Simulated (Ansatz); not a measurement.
**UMP2/STO-3G run of O2F (SMILES [O]OF)**

What is the electronic atomisation energy of O2F at UMP2/STO-3G? 

The results are computed with Ansatz 0.2.0.

38 further runs of the same task are left out: 11 that didn't finish, 27 set aside as unsound or not needed.

## Step 1: The structure to begin with

The species is O2F (3 atoms), meant as a doublet with charge 0. SMILES: `[O]OF`. Geometry: relaxed at PBE0-D4/def2-TZVP.

Bond lengths: O1–O2 1.181 Å. A long bond or contact: O2–F3 1.573 Å.

## Step 2: The energy at UMP2/STO-3G

in.yaml

```yaml
basis:
  gaussian:
    orbitals: STO-3G
crystal:
  periodic: [false, false, false]
  atoms:
    - {symbol: O, position_ang: [0.933400, -0.295440, 0.482240]}
    - {symbol: O, position_ang: [0.133270, 0.497870, 0.127930]}
    - {symbol: F, position_ang: [-1.066650, -0.202430, -0.610160]}
magnetization:
  spin_polarized: true
  initial_magnetization: 1
correlation:
  method: mp2
  frozen_orbitals: {F: 1, O: 1}
accuracy: high
```

Started as:

```
$ ansatz run in.yaml --threads 1 --pin off --max-ram 3480MiB --events-out events.jsonl --progress --plain --runs-dir runs
```

Log:

```text
Warning: RAYON_NUM_THREADS=1 ignored (pool sized by the plan → 1); use --threads N
Functional definition: HF
  name "HF"
  exchange = exact_x
  correlation = 0
250 factors; integrals over basis functions are off by at most 5.0e-8 eV
mean field evaluation 1: about -6676.1843 eV, gradient 1.9e1 eV
mean field evaluation 2: about -6676.3734 eV, gradient 1.9e1 eV
mean field evaluation 4: about -6681.1790 eV, gradient 3.2e0 eV
mean field evaluation 8: about -6681.6704 eV, gradient 1.5e0 eV
mean field evaluation 16: about -6682.7574 eV, gradient 1.7e-4 eV
mean field evaluation 32: about -6681.9414 eV, gradient 2.9e0 eV
mean field evaluation 64: about -6679.9090 eV, gradient 4.6e-4 eV
mean field evaluation 96: about -6682.4046 eV, gradient 3.7e-1 eV
mean field evaluation 128: about -6677.8439 eV, gradient 1.1e1 eV
mean field evaluation 160: about -6679.0241 eV, gradient 3.0e0 eV
mean field evaluation 192: about -6681.5724 eV, gradient 3.3e-4 eV
mean field -6682.75741885 eV, -245.5868054070 hartree, gradient 4.3e-8 eV, S^2 1.396081; 15 other end points of the search recorded, 0 dependent functions left out
3 core orbitals not correlated: weight in the atoms' cores, before any rotation towards them, 1.000 or more for the frozen orbitals, at most 0.000 for the correlated occupied ones
reference -6682.75741885 eV, -245.5868054070 hartree; 10, 9 occupied and 2, 3 virtual orbitals, 250 factors
second order -1.92013804 eV of doubles, -0.00000000 eV of singles
Total energy: -6684.67755688 eV, -245.6573691783 hartree
```

It took 0.53 s on 1 thread of Arm Neoverse V1, shared host.

## Step 3: The F atom at the same level

input.yaml

```yaml
basis:
  gaussian:
    orbitals: STO-3G
crystal:
  periodic: [false, false, false]
  atoms:
    - symbol: F
      position_ang: [0.000000, 0.000000, 0.000000]
magnetization:
  spin_polarized: true
  initial_magnetization: 1
correlation:
  method: mp2
  frozen_orbitals: {F: 1}
accuracy: high
```

Started as:

```
$ ansatz run input.yaml --threads 1 --pin off --max-ram 3480MiB --events-out events.jsonl --progress --plain --runs-dir runs
```

Log:

```text
Warning: RAYON_NUM_THREADS=1 ignored (pool sized by the plan → 1); use --threads N
[... 4 set-up lines as earlier in the session ...]
15 factors; integrals over basis functions are off by at most 1.2e-9 eV
mean field evaluation 1: about -2666.3486 eV, gradient 1.5e-14 eV
mean field evaluation 2: about -2666.3486 eV, gradient 0.0e0 eV
mean field -2666.34863534 eV, -97.9865050328 hartree, gradient 0.0e0 eV, S^2 0.750000; 2 other end points of the search recorded, 0 dependent functions left out
1 core orbitals not correlated: weight in the atoms' cores, before any rotation towards them, 1.000 or more for the frozen orbitals, at most 0.000 for the correlated occupied ones
reference -2666.34863534 eV, -97.9865050328 hartree; 4, 3 occupied and 0, 1 virtual orbitals, 15 factors
second order 0.00000000 eV of doubles, 0.00000000 eV of singles
Total energy: -2666.34863534 eV, -97.9865050328 hartree
```

Run time: 0.04 s. Hardware: 1 thread of Arm Neoverse V1, shared host.

## Step 4: The O atom at the same level

in.yaml

```yaml
crystal:
  periodic: [false, false, false]
  atoms:
    - symbol: O
      position_ang: [0.000000, 0.000000, 0.000000]
basis:
  gaussian:
    orbitals: STO-3G
magnetization:
  spin_polarized: true
  initial_magnetization: 2
correlation:
  method: mp2
  frozen_orbitals: {O: 1}
accuracy: high
```

Run the same way, it converges to -73.80415 Eh (log not shown).

## Step 5: What came out

Level: UMP2/STO-3G, 3 core orbitals frozen.

```
                                             quantity          value
                               molecule: total energy  -245.65737 Eh
molecule: correlation energy (3 core orbitals frozen)      -70.6 mEh
          molecule: ⟨S²⟩ of the reference determinant          1.396
                                 F atom: total energy   -97.98651 Eh
   F atom: correlation energy (1 core orbital frozen)        0.0 mEh
            F atom: ⟨S²⟩ of the reference determinant          0.750
                                 O atom: total energy   -73.80415 Eh
   O atom: correlation energy (1 core orbital frozen)        0.0 mEh
            O atom: ⟨S²⟩ of the reference determinant          2.000
                        electronic atomisation energy       1.702 eV
```

What this shows: Taking the molecule apart into free atoms costs 1.70 eV (39 kcal/mol), before zero-point energy and without spin-orbit coupling. In a minimal basis such a difference can be off by several eV, whatever the method. ⟨S²⟩ (molecule) is 1.40 where a pure doublet has 0.75: the reference is spin-contaminated.
